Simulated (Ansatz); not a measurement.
# CH₃FGeS: small, medium and large basis sets

One table from this session's results is given with a row withheld; the runs are named, their logs left out.

Computed with Ansatz 0.2.0, Gaussian basis. Level: one geometry, several basis sets.

The runs, in order: PBE0-D4/def2-SVP; ωB97M-V/def2-SVP; PBE0-D4/def2-QZVPP; ωB97M-V/def2-QZVPP; the functionals' def2-TZVPP values are taken from earlier runs.

## The geometry

An earlier PBE0-D4 in a triple-zeta def2 set relaxation fixed the geometry.

SMILES `C[S][Ge][F]`, 7 atoms, charge 0, spin multiplicity 1.

Atoms are counted from 1 here; the program's logs count them from 0.

Bond lengths: C1–S2 1.812 Å, C1–H5 1.089 Å, C1–H6 1.089 Å, C1–H7 1.088 Å, S2–Ge3 2.225 Å, Ge3–F4 1.769 Å. Angles: S2–C1–H5 108.4°, S2–C1–H6 108.4°, S2–C1–H7 110.6°, H5–C1–H6 109.4°, H5–C1–H7 110.0°, H6–C1–H7 110.0°, C1–S2–Ge3 106.6°, S2–Ge3–F4 98.8°.

As a file:

```mol
CH3FGeS
  3D, bonds by distance, orders not assigned

  7  6  0  0  0  0  0  0  0  0999 V2000
   -0.6055    0.4392    0.5055 C   0  0
   -0.8871   -0.7298   -0.8504 S   0  0
    1.1201   -1.3691   -1.5660 Ge  0  0
    2.1183   -0.4198   -0.4560 F   0  0
   -1.0684    1.3893    0.2422 H   0  0
   -1.0767    0.0436    1.4043 H   0  0
    0.4604    0.5787    0.6748 H   0  0
  1  2  8  0
  2  3  8  0
  3  4  8  0
  1  5  8  0
  1  6  8  0
  1  7  8  0
M  END
```

The first run:

Input file in.yaml:

```yaml
crystal:
  periodic: [false, false, false]
  atoms:
    - {symbol: C, position_ang: [-0.605466, 0.439179, 0.505523]}
    - {symbol: S, position_ang: [-0.887148, -0.729773, -0.850423]}
    - {symbol: Ge, position_ang: [1.120073, -1.369148, -1.566014]}
    - {symbol: F, position_ang: [2.118343, -0.419777, -0.456017]}
    - {symbol: H, position_ang: [-1.068390, 1.389317, 0.242154]}
    - {symbol: H, position_ang: [-1.076688, 0.043570, 1.404337]}
    - {symbol: H, position_ang: [0.460375, 0.578730, 0.674840]}
basis:
  gaussian: {orbitals: def2-SVP}
hamiltonian: {xc: pbe0, dispersion: d4}
output: {orbitals: {seedname: orbitals}}
```

Started as:

```
$ ansatz run in.yaml --threads 4 --pin off --events-out ev --progress --plain --max-ram 10444MiB
```

Among the steps run: PBE0-D4 in def2-SVP; ωB97M-V in def2-SVP; PBE0-D4 in def2-QZVPP; ωB97M-V in def2-QZVPP.

One table of the session follows, with a row left open; its other results are not shown here.

It belongs to the step «Density functionals: the series». 

```
functional       basis  HOMO (eV)  LUMO (eV)
   PBE0-D4    def2-SVP      -7.34      -2.12
   PBE0-D4  def2-TZVPP      -7.37      -2.20
   PBE0-D4  def2-QZVPP      -7.41      -2.26
   ωB97M-V    def2-SVP      -9.37      -0.16
   ωB97M-V  def2-TZVPP      -9.44      -0.28
   ωB97M-V  def2-QZVPP          ?          ?
```

**Question.** Estimate the row for ωB97M-V, def2-QZVPP.

The run gave: HOMO (eV): -9.48; LUMO (eV): -0.40. In the column «HOMO (eV)» it is the lowest.
